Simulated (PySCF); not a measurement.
# GeB (quartet) under other conditions

How does GeB (quartet) answer to another spin, charge, distance or environment?

The runs use PySCF 2.14.0; each script names its method and basis.

4 further runs of the same task are left out: 4 that didn't finish.

### Step 1. Where the work starts

GeB (quartet): 2 atoms, charge 0, spin multiplicity 4.

Bond lengths: Ge1–B2 1.876 Å.

### Step 2. The run that the others are compared with

Input file input.py:

```python
from pyscf import gto, dft

mol = gto.M(
    atom='Ge 0 0 0; B 0 0 1.876',
    basis='crenbl',
    ecp={'Ge': 'crenbl', 'B': 'crenbl'},
    charge=0,
    spin=3,
    symmetry=True,
    verbose=3,
)
mf = dft.UKS(mol, xc='bp86')
mf.kernel()
g = mf.nuc_grad_method()
g.grid_response = True
g.kernel()
mf.dip_moment()
print('orbital energies (hartree):', [e[max(0, n-3):n+3].round(4) for e, n in zip(mf.mo_energy, mol.nelec)])
```

On the command line:

```console
$ OMP_NUM_THREADS=1 python input.py
```

The log of this run is left out.

Base result: E(SCF) = -99.273310 Eh, ⟨S²⟩ = 3.752, μ = 0.96 D, gradient on the second atom -0.0592 Eh/bohr.

The bond length is a typed value, not an optimised one. The quartet is typed in the script; nothing here shows that it is the ground state.

### Step 3. Charge +2

Variant 1 changes charge: 0 → 2.

Input file input.py:

```python
from pyscf import gto, dft

mol = gto.M(
    atom='Ge 0 0 0; B 0 0 1.876',
    basis='crenbl',
    ecp={'Ge': 'crenbl', 'B': 'crenbl'},
    charge=2,
    spin=3,
    symmetry=True,
    verbose=3,
)
mf = dft.UKS(mol, xc='bp86')
mf.kernel()
g = mf.nuc_grad_method()
g.grid_response = True
g.kernel()
mf.dip_moment()
print('orbital energies (hartree):', [e[max(0, n-3):n+3].round(4) for e, n in zip(mf.mo_energy, mol.nelec)])
```

On the command line:

```console
$ OMP_NUM_THREADS=1 python input.py
```

### Step 4. PCM, ε = 2.27

Variant 2 changes solvent: none (gas phase) → PCM, ε = 2.27.

Edit input.py of step 2 so:

```diff
@@ -1,2 +1,2 @@
-from pyscf import gto, dft
+from pyscf import gto, dft, solvent
 
@@ -12,6 +12,6 @@
 mf = dft.UKS(mol, xc='bp86')
+mf = solvent.PCM(mf)
+mf.with_solvent.eps = 2.27
 mf.kernel()
-g = mf.nuc_grad_method()
-g.grid_response = True
-g.kernel()
+mf.nuc_grad_method().kernel()
 mf.dip_moment()
```

### Step 5. Bond 1.932 Å

Variant 3 changes bond length: 1.876 Å → 1.932 Å.

Edit input.py of step 2 so:

```diff
@@ -3,3 +3,3 @@
 mol = gto.M(
-    atom='Ge 0 0 0; B 0 0 1.876',
+    atom='Ge 0 0 0; B 0 0 1.932',
     basis='crenbl',
```

### Step 6. Bond 1.651 Å

Variant 4 changes bond length: 1.876 Å → 1.651 Å.

Edit input.py of step 2 so:

```diff
@@ -3,3 +3,3 @@
 mol = gto.M(
-    atom='Ge 0 0 0; B 0 0 1.876',
+    atom='Ge 0 0 0; B 0 0 1.651',
     basis='crenbl',
```

**Question.** What will these runs give? Wanted: for each run, E(SCF); from base; SCF dipole.

**Answer**, as computed:

```tsv
run	E(SCF) (hartree)	from base (eV)	SCF dipole (D)
base	-99.273310	0	0.96
charge +2	-98.289633	+26.7672	n/a
PCM, ε = 2.27	-99.274078	-0.0209	1.24
bond 1.932 Å	-99.278286	-0.1354	1.01
bond 1.651 Å	-99.217525	+1.5180	0.70
```

The largest comparable shift of the SCF energy, +1.518 eV, comes with the run “bond 1.651 Å”. A continuum solvent with ε = 2.27 lowers the energy by 0.021 eV.
